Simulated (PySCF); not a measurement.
# [DyF2]2+: other functionals and bases at one geometry

The task here is to estimate one member of a computed series from the others.

Method: several levels, as the steps say, no spin–orbit coupling; program: PySCF 2.14.0.

1 further run of the same task is left out (for a known fault of the program).

## The starting structure

3 atoms, charge 2, spin multiplicity 1.

Bond lengths: Dy1–F2 1.832 Å, Dy1–F3 1.832 Å. Angles: F2–Dy1–F3 101.0°.

Geometry (Å):

| atom | x (Å) | y (Å) | z (Å) |
| --- | --- | --- | --- |
| Dy1 | 0.0000 | 0.0000 | -0.3922 |
| F2 | 1.4143 | 0.0000 | 0.7729 |
| F3 | -1.4143 | 0.0000 | 0.7729 |

Formal oxidation states: Dy +4. Each metal's 8 4f electrons lie in its core potential, so multiplicities, spins and levels count the valence alone. An earlier session relaxed this geometry at PBE0, Dy lcecp-2-SVP with ECP54, F def2-SVP (singlet, point group C2v).

At PBE0 on the finer grid: E = -242.640886 Eh, frontier levels not given, since the 4f levels lie in the core, Mulliken charge on Dy1 +2.25 e, largest force component 0.002 eV/Å. 

Levels to run: TPSS; HF; PBE0, TZVP. Hardware: 2 threads of Arm Neoverse V2, shared host.

Set-up of the first run:

File run.py (the lines that set the calculation):

```python
mol = gto.M(atom='''
Dy     0.00000     0.00000    -0.39224
F      1.41426     0.00000     0.77290
F     -1.41426     0.00000     0.77290''',
    basis={'Dy': 'lcecp-2-SVP', 'F': 'def2-SVP'},
    ecp={'Dy': 'lcecp-2-SVP'},
    charge=2, spin=0)
mf = dft.RKS(mol, xc='TPSS')
mf.grids.atom_grid = (75, 302)  # f atoms: unpruned, at least (60, 302)
mf = mf.density_fit()  # fitting sets: Dy AutoAux, F def2-universal-JKFIT
mf.conv_tol = 1e-08; mf.max_cycle = 55
mf.kernel(dm0)  # dm0: the density of the relaxed state
```

Started as:

```bash
$ OMP_NUM_THREADS=2 python run.py
```

Among the steps run: TPSS; HF; PBE0, TZVP.

One of the session's tables, all rows but one given; the rest of the session is left out.

| level | charge on Dy1 (e) | dipole (D) | largest force component (eV/Å) |
| --- | --- | --- | --- |
| PBE0 (relaxed here) | 2.25 | 5.28 | 0.00 |
| TPSS | 2.16 | 4.85 | 1.07 |
| HF | ? | ? | ? |
| PBE0, TZVP | 2.36 | 5.26 | 0.62 |

Q: Estimate the row for HF from the others.

As computed: charge on Dy1 (e): 2.63; dipole (D): 6.87; largest force component (eV/Å): 0.51. In the column «charge on Dy1 (e)» it is the highest.

The dipole of a charged species depends on the origin, so these sizes hold for this origin alone.

The largest leftover force, 1.07 eV/Å with TPSS, stands at a geometry relaxed at another level. With 4f in the core, its levels are missing from HOMO and gap, and its count is fixed, so no charge can pass from the ligands into it. Total energies of different levels can't be compared.
